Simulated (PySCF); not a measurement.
# C₂H₄SSi: electronic excitations and core binding energies

Wanted: the electronic excitations and core binding energies of C₂H₄SSi (`[SiH3]C=C=S`), by calculation.

The runs use PySCF 2.14.0, with density-fitted response routines of our own; the level of theory stands in each step. All values are computed, except where a source is named. Atoms are numbered from 0 throughout.

## 1. Starting geometry

8 atoms, charge 0, multiplicity 1; geometry from: GFN2-xTB.

Bonds of the start (Å): Si0–C1 1.89, C1–C2 1.29, C2–S3 1.56, Si0–H4 1.46, Si0–H5 1.47, Si0–H6 1.46, C1–H7 1.08.

## 2. Excited states and response: PBE0/def2-SVPD

The job: settings as JSON, then the geometry in Å.

```
{"job": {"kind": "uv", "xc": "PBE0", "basis": "def2-SVPD", "nstates": 8, "ntriplets": 3}, "charge": 0, "multiplicity": 1}
Si    -1.132102    -0.134187     0.014103
C      0.628765     0.480991     0.330225
C      1.653448    -0.052437    -0.241337
S      2.809199    -0.771367    -1.003439
H     -1.970497     1.063379    -0.066930
H     -1.546352    -0.973567     1.142112
H     -1.169079    -0.893308    -1.231854
H      0.735676     1.289908     1.032554
```

Level: TDDFT PBE0/def2-SVPD, vertical, gas phase, core orbitals frozen in the response.

Run with:

```bash
$ OMP_NUM_THREADS=1 python probes_run.py task.json out
```

One launch serves the whole session: the jobs run in the order shown.

Standard output:

```text
coarse grid: 7904 points
cycle   1  E = -765.5265776019  dE =  3.368e-01  |g| = 2.722e-01  |ddm| = 3.986e+00
cycle   2  E = -765.5165125542  dE =  1.007e-02  |g| = 3.428e-01  |ddm| = 7.324e-01
cycle   3  E = -765.5441706314  dE = -2.766e-02  |g| = 7.238e-02  |ddm| = 4.142e-01
cycle   4  E = -765.5457773517  dE = -1.607e-03  |g| = 1.591e-02  |ddm| = 1.594e-01
cycle   5  E = -765.5458606409  dE = -8.329e-05  |g| = 5.778e-03  |ddm| = 3.597e-02
cycle   6  E = -765.5458690080  dE = -8.367e-06  |g| = 2.541e-03  |ddm| = 1.140e-02
final grid: 67576 points
cycle   7  E = -765.6289728258  dE = -1.050e-05  |g| = 2.192e-03  |ddm| = 5.591e-02
cycle   8  E = -765.6289706723  dE =  2.153e-06  |g| = 3.427e-03  |ddm| = 8.346e-03
cycle   9  E = -765.6289738431  dE = -3.171e-06  |g| = 7.402e-04  |ddm| = 5.523e-03
cycle  10  E = -765.6289740373  dE = -1.942e-07  |g| = 9.312e-05  |ddm| = 1.303e-03
cycle  11  E = -765.6289740388  dE = -1.426e-09  |g| = 6.109e-05  |ddm| = 1.903e-04
cycle  12  E = -765.6289740398  dE = -1.000e-09  |g| = 8.108e-06  |ddm| = 8.981e-05
converged SCF energy = -765.6289740398

Static polarisability (au): isotropic 76.347, principal 54.375 58.400 116.267

Singlet excitations
state   eV       nm        f      main configurations
  1   2.8187    439.9   0.00024   H->L 1.00
  2   5.1267    241.8   0.00500   H->L+1 0.54, H-1->L 0.45
  3   5.7533    215.5   0.00270   H->L+2 0.98
  4   6.1001    203.2   0.00161   H-2->L 0.74, H-4->L 0.23
  5   6.6177    187.4   0.67535   H-1->L 0.28, H->L+1 0.25, H->L+3 0.20
  6   6.6374    186.8   0.13306   H->L+3 0.51, H->L+4 0.26
  7   6.7550    183.5   0.04414   H->L+4 0.55, H-1->L+1 0.24, H->L+3 0.15
  8   6.8212    181.8   0.00285   H-1->L+1 0.67, H->L+4 0.15, H->L+3 0.12

Triplet excitations (Tamm-Dancoff, eV): 2.4845 3.8874 4.0456
```

Wall time 12 s (1 thread of Arm Neoverse N1, shared host); peak memory 0.51 GiB.

The orbitals next to the gap, with their largest atomic shares:

```
orbital      eV                       atoms
 HOMO−3  -10.11  Si0 41 %, H6 28 %, H4 20 %
 HOMO−2   -9.93  Si0 26 %, H5 20 %, C2 17 %
 HOMO−1   -8.71   S3 49 %, C2 24 %, C1 13 %
   HOMO   -6.70   S3 44 %, C1 26 %, C2 20 %
   LUMO   -2.13   S3 38 %, C2 37 %, C1 11 %
 LUMO+1   -0.28   C2 28 %, S3 26 %, C1 23 %
 LUMO+2    0.22  Si0 30 %, S3 19 %, C1 13 %
```

With each of the 8 states as a Gaussian band of 0.4 eV half-width at 1/e, the curve within the window shown has maxima at 187 nm (ε 34,000) L/(mol cm). Beyond the last state computed it falls off for lack of states. The curve at chosen wavelengths:

(nm, ε (L/mol/cm)): (174, 7694), (189, 33371), (205, 4327), (220, 232), (235, 204), (251, 164), (266, 52), (282, 7), (297, 1), (312, 0), (328, 0), (343, 0), (358, 1), (374, 2), (389, 4), (404, 7), (420, 9), (435, 10), (450, 9), (466, 8), (481, 7), (497, 5), (512, 4), (527, 2), (543, 2), (558, 1)

Ground-state properties from the same run:

```
           property  computed
  dipole moment (D)      1.39
polarisability (Å³)     11.31
 HOMO–LUMO gap (eV)      4.57
      −ε(HOMO) (eV)      6.70
```

## 3. X-ray photoelectron lines: SCAN, X2C

The job, as its differences from that of step 2:

```diff
@@ -1,2 +1,2 @@
-{"job": {"kind": "uv", "xc": "PBE0", "basis": "def2-SVPD", "nstates": 8, "ntriplets": 3}, "charge": 0, "multiplicity": 1}
+{"job": {"kind": "xps"}, "charge": 0, "multiplicity": 1}
 Si    -1.132102    -0.134187     0.014103
```

Level: delta-SCF UKS SCAN, pcX-2 on the ionised atom, pcseg-1 elsewhere, spin-free X2C.

Standard output:

```text
ground state, core basis on atom 0 (Si), 126 functions
  cycle   1  E = -767.82024284  |g| = 3.54e-01
  cycle   2  E = -767.77130642  |g| = 5.17e-01
  cycle   3  E = -767.83709389  |g| = 2.04e-01
  cycle   4  E = -767.85166507  |g| = 5.45e-02
  cycle   5  E = -767.85227917  |g| = 3.27e-02
  cycle   6  E = -767.85258696  |g| = 4.37e-03
  cycle   7  E = -767.85259053  |g| = 7.85e-04
  cycle   8  E = -767.85259219  |g| = 2.49e-04
  E(ground) = -767.85881992 Eh
hole in Si 1s of atom 0
  cycle   1  E = -698.91317880  |g| = 4.35e+00
  cycle   2  E = -698.23527597  |g| = 2.36e+00
  cycle   3  E = -697.86610722  |g| = 1.58e+00
  cycle   4  E = -699.71622704  |g| = 6.72e-01
  cycle   5  E = -699.89409556  |g| = 3.64e-01
  cycle   6  E = -699.94481725  |g| = 2.32e-01
  cycle   7  E = -699.97107913  |g| = 8.71e-02
  cycle   8  E = -699.97579490  |g| = 7.69e-03
  cycle   9  E = -699.97582487  |g| = 3.20e-03
  cycle  10  E = -699.97583231  |g| = 6.38e-04
  cycle  11  E = -699.97583275  |g| = 2.09e-04
  E(ion) = -699.99044412 Eh   <S^2> = 0.7524   hole on atom = 1.000   binding energy = 1846.793 eV
hole in Si 2p of atom 0
  cycle   1  E = -763.57061608  |g| = 1.24e+00
  cycle   2  E = -763.01794388  |g| = 1.31e+00
  cycle   3  E = -763.58067507  |g| = 6.17e-01
  cycle   4  E = -763.82020655  |g| = 3.56e-01
  cycle   5  E = -763.88549539  |g| = 1.50e-01
  cycle   6  E = -763.89691122  |g| = 6.72e-02
  cycle   7  E = -763.89925717  |g| = 1.73e-02
  cycle   8  E = -763.89941041  |g| = 3.14e-03
  cycle   9  E = -763.89941834  |g| = 8.37e-04
  cycle  10  E = -763.89941725  |g| = 3.20e-04
  E(ion) = -763.91680592 Eh   <S^2> = 0.7524   hole on atom = 1.002   binding energy = 107.268 eV
  2p3/2 = 107.046 eV   2p1/2 = 107.669 eV
ground state, core basis on atom 1 (C), 115 functions
  cycle   1  E = -767.76165254  |g| = 6.08e-02
  cycle   2  E = -767.76154561  |g| = 3.29e-02
  cycle   3  E = -767.76144762  |g| = 3.86e-02
  cycle   4  E = -767.76182028  |g| = 9.35e-03
  cycle   5  E = -767.76184504  |g| = 3.65e-03
  cycle   6  E = -767.76184793  |g| = 5.14e-04
  cycle   7  E = -767.76184948  |g| = 7.02e-05
  E(ground) = -767.81013811 Eh
hole in C 1s of atom 1
  cycle   1  E = -756.50812744  |g| = 1.52e+00
  cycle   2  E = -754.74837453  |g| = 2.24e+00
  cycle   3  E = -756.60880704  |g| = 8.29e-01
  cycle   4  E = -756.84094728  |g| = 6.63e-01
  cycle   5  E = -757.09224507  |g| = 1.32e-01
  cycle   6  E = -757.09906882  |g| = 4.79e-02
  cycle   7  E = -757.10019363  |g| = 1.87e-02
  cycle   8  E = -757.10045779  |g| = 2.97e-03
  cycle   9  E = -757.10046836  |g| = 1.24e-03
  cycle  10  E = -757.10047138  |g| = 5.77e-04
  cycle  11  E = -757.10047178  |g| = 2.88e-04
  E(ion) = -757.14829179 Eh   <S^2> = 0.7748   hole on atom = 1.000   binding energy = 290.124 eV
ground state, core basis on atom 2 (C), 115 functions
  cycle   1  E = -767.76224345  |g| = 5.91e-02
  cycle   2  E = -767.76184142  |g| = 4.27e-02
  cycle   3  E = -767.76167687  |g| = 4.75e-02
  cycle   4  E = -767.76233191  |g| = 9.65e-03
  cycle   5  E = -767.76235975  |g| = 2.47e-03
  cycle   6  E = -767.76236257  |g| = 2.40e-04
  E(ground) = -767.81056084 Eh
hole in C 1s of atom 2
  cycle   1  E = -756.42660144  |g| = 1.51e+00
  cycle   2  E = -753.62013345  |g| = 2.49e+00
  cycle   3  E = -756.72072631  |g| = 5.65e-01
  cycle   4  E = -756.20329914  |g| = 9.81e-01
  cycle   5  E = -756.99025640  |g| = 2.39e-01
  cycle   6  E = -757.01906911  |g| = 6.94e-02
  cycle   7  E = -757.02317520  |g| = 3.02e-02
  cycle   8  E = -757.02373455  |g| = 2.05e-02
  cycle   9  E = -757.02428319  |g| = 7.90e-03
  cycle  10  E = -757.02453562  |g| = 4.79e-03
  cycle  11  E = -757.02461410  |g| = 2.08e-03
  cycle  12  E = -757.02461999  |g| = 9.62e-04
  cycle  13  E = -757.02462013  |g| = 5.95e-04
  cycle  14  E = -757.02462154  |g| = 2.67e-04
  E(ion) = -757.07391100 Eh   <S^2> = 0.9357   hole on atom = 1.000   binding energy = 292.159 eV
ground state, core basis on atom 3 (S), 126 functions
  cycle   1  E = -767.90673660  |g| = 4.06e-01
  cycle   2  E = -767.90208884  |g| = 1.33e-01
  cycle   3  E = -767.87252813  |g| = 3.43e-01
  cycle   4  E = -767.90735371  |g| = 3.14e-02
  cycle   5  E = -767.90755030  |g| = 1.45e-02
  cycle   6  E = -767.90761943  |g| = 1.10e-03
  cycle   7  E = -767.90762119  |g| = 4.34e-04
  E(ground) = -767.94119583 Eh
hole in S 1s of atom 3
  cycle   1  E = -675.65367726  |g| = 5.08e+00
  cycle   2  E = -672.47232714  |g| = 2.94e+00
  cycle   3  E = -659.38701617  |g| = 3.10e+00
  cycle   4  E = -676.50269807  |g| = 7.07e-01
  cycle   5  E = -676.74572701  |g| = 4.96e-01
  cycle   6  E = -676.84564563  |g| = 2.43e-01
  cycle   7  E = -676.86902133  |g| = 9.53e-02
  cycle   8  E = -676.87447606  |g| = 2.26e-02
  cycle   9  E = -676.87474702  |g| = 6.05e-03
  cycle  10  E = -676.87476853  |g| = 1.35e-03
  cycle  11  E = -676.87476970  |g| = 4.77e-04
  E(ion) = -676.90093437 Eh   <S^2> = 0.7516   hole on atom = 1.000   binding energy = 2477.332 eV
hole in S 2p of atom 3
  cycle   1  E = -761.21316936  |g| = 1.52e+00
  cycle   2  E = -760.01564092  |g| = 1.87e+00
  cycle   3  E = -761.20455207  |g| = 8.03e-01
  cycle   4  E = -761.57210200  |g| = 3.90e-01
  cycle   5  E = -761.65156138  |g| = 1.23e-01
  cycle   6  E = -761.65961447  |g| = 5.78e-02
  cycle   7  E = -761.66117177  |g| = 2.36e-02
  cycle   8  E = -761.66152958  |g| = 3.42e-03
  cycle   9  E = -761.66153943  |g| = 1.55e-03
  cycle  10  E = -761.66154148  |g| = 8.59e-04
  cycle  11  E = -761.66154362  |g| = 6.78e-04
  cycle  12  E = -761.66154713  |g| = 4.66e-04
  E(ion) = -761.70332220 Eh   <S^2> = 0.7555   hole on atom = 1.001   binding energy = 169.741 eV
  2p3/2 = 169.464 eV   2p1/2 = 170.702 eV
```

Run time: 31 s. Hardware: 1 thread of Arm Neoverse N1, shared host; peak memory 0.37 GiB.

Binding energies by hole, beside the orbital energy of the ground state; the difference holds orbital relaxation and, for a density functional, its self-interaction error:

```
       hole  stands for               environment  ΔSCF (eV; 2p as the shell's mean)  −ε (eV)   ⟨S²⟩
Si1s on Si0         Si0  silicon bonded to C, 3 H                            1846.79   1793.7  0.752
Si2p on Si0         Si0  silicon bonded to C, 3 H                             107.25     96.6  0.752
  C1s on C1          C1                 alkene CH                             290.12    273.9  0.775
  C1s on C2          C2           cumulene carbon                  292.16 (doubtful)    276.1  0.936
  S1s on S3          S3             thione sulfur                            2477.33   2415.4  0.752
  S2p on S3          S3             thione sulfur                             169.88    158.5  0.755
```

Doubtful: the ion did not converge, its hole moved, or its ⟨S²⟩ is well above 0.75.

With the spin-orbit splitting: Si0 2p3/2 107.05, 2p1/2 107.67 eV; S3 2p3/2 169.46, 2p1/2 170.70 eV. The table gives each 2p level as the mean over the whole 2p shell (two parts 2p3/2, one part 2p1/2), which differs a little from the single hole in the log.

## 4. Outcome

| quantity | value |
| --- | --- |
| lowest singlet (PBE0/def2-SVPD) | 2.82 eV (440 nm), f = 0.000 |
| brightest single state of those computed | state 5, 6.62 eV, f = 0.675 |
| lowest triplet | 2.48 eV |
| Si1s binding energies, SCAN/pcX-2 | Si0 1846.79 eV |
| Si2p binding energies, SCAN/pcX-2 | Si0 107.25 eV |
| C1s binding energies, SCAN/pcX-2 (standing for 1 of 2 atoms) | C1 290.12 eV |
| S1s binding energies, SCAN/pcX-2 | S3 2477.33 eV |
| S2p binding energies, SCAN/pcX-2 | S3 169.88 eV |

The first singlet state (HOMO→LUMO 1.00) lies at 2.82 eV and is dark; of the 8 states computed, the strongest absorption comes from states 5 to 6 together at 6.62 eV. The lowest triplet lies 0.33 eV below the lowest singlet (triplets in Tamm-Dancoff, singlets in full TDDFT).
